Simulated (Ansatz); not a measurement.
**C₂H₄BN: basis-set convergence**

The task here is to estimate one member of a computed series from the others.

Program: Ansatz 0.2.0, Gaussian basis. Level of theory: one geometry, several basis sets. These are calculated values, not measurements.

Plan: PBE0-D4/def2-SVP; ωB97M-V/def2-SVP; PBE0-D4/def2-QZVPP; ωB97M-V/def2-QZVPP; the functionals' def2-TZVPP values are taken from earlier runs.

1 further run of the same task is left out (it didn't finish).

### The geometry

An earlier PBE0-D4 in a triple-zeta def2 set relaxation fixed the geometry.

8 atoms, charge 0, spin multiplicity 1.

Atoms are counted from 1 here; the program's logs count them from 0.

Bond lengths: B1–C2 1.513 Å, B1–C4 1.568 Å, B1–H5 1.194 Å, C2–N3 1.302 Å, C2–H6 1.085 Å, N3–C4 1.501 Å, C4–H7 1.086 Å, C4–H8 1.090 Å. Angles: C2–B1–C4 88.4°, C2–B1–H5 128.9°, C4–B1–H5 131.1°, B1–C2–N3 84.0°, B1–C2–H6 146.9°, N3–C2–H6 122.8°, C2–N3–C4 99.8°, B1–C4–N3 76.0°, B1–C4–H7 118.1°, B1–C4–H8 122.1°, N3–C4–H7 109.3°, N3–C4–H8 114.2°, H7–C4–H8 111.4°.

Geometry (Å):

```xyz
8

B    -0.2258    0.5575   -0.6482
C     0.5196    0.8973    0.6241
N     0.0883   -0.2643    1.0243
C    -0.0392   -0.9599   -0.2995
H    -1.1322    1.1390   -1.1632
H     0.8382    1.6752    1.3105
H     0.9066   -1.4305   -0.5506
H    -0.8631   -1.6714   -0.3531
```

The first run:

The input, in.yaml:

```yaml
crystal:
  periodic: [false, false, false]
  atoms:
    - {symbol: B, position_ang: [-0.225788, 0.557548, -0.648178]}
    - {symbol: C, position_ang: [0.519558, 0.897253, 0.624145]}
    - {symbol: N, position_ang: [0.088314, -0.264293, 1.024261]}
    - {symbol: C, position_ang: [-0.039220, -0.959855, -0.299535]}
    - {symbol: H, position_ang: [-1.132226, 1.139024, -1.163228]}
    - {symbol: H, position_ang: [0.838189, 1.675236, 1.310459]}
    - {symbol: H, position_ang: [0.906592, -1.430513, -0.550581]}
    - {symbol: H, position_ang: [-0.863119, -1.671399, -0.353141]}
basis:
  gaussian: {orbitals: def2-SVP}
hamiltonian: {xc: pbe0, dispersion: d4}
output: {orbitals: {seedname: orbitals}}
```

Launch:

```bash
> ansatz run in.yaml --threads 2 --pin off --events-out ev --progress --plain --max-ram 4352MiB
```

Steps of the session up to this table: PBE0-D4 in def2-SVP; ωB97M-V in def2-SVP; PBE0-D4 in def2-QZVPP; ωB97M-V in def2-QZVPP.

One of the session's tables, all rows but one given; the rest of the session is left out.

| functional | basis | HOMO (eV) |
| --- | --- | --- |
| PBE0-D4 | def2-SVP | -7.12 |
| PBE0-D4 | def2-TZVPP | -7.20 |
| PBE0-D4 | def2-QZVPP | -7.22 |
| ωB97M-V | def2-SVP | -9.39 |
| ωB97M-V | def2-TZVPP | -9.49 |
| ωB97M-V | def2-QZVPP | ? |

Q: Estimate the row for ωB97M-V, def2-QZVPP from the others.

The run gave: HOMO (eV): -9.51. In the column «HOMO (eV)» it is the lowest.
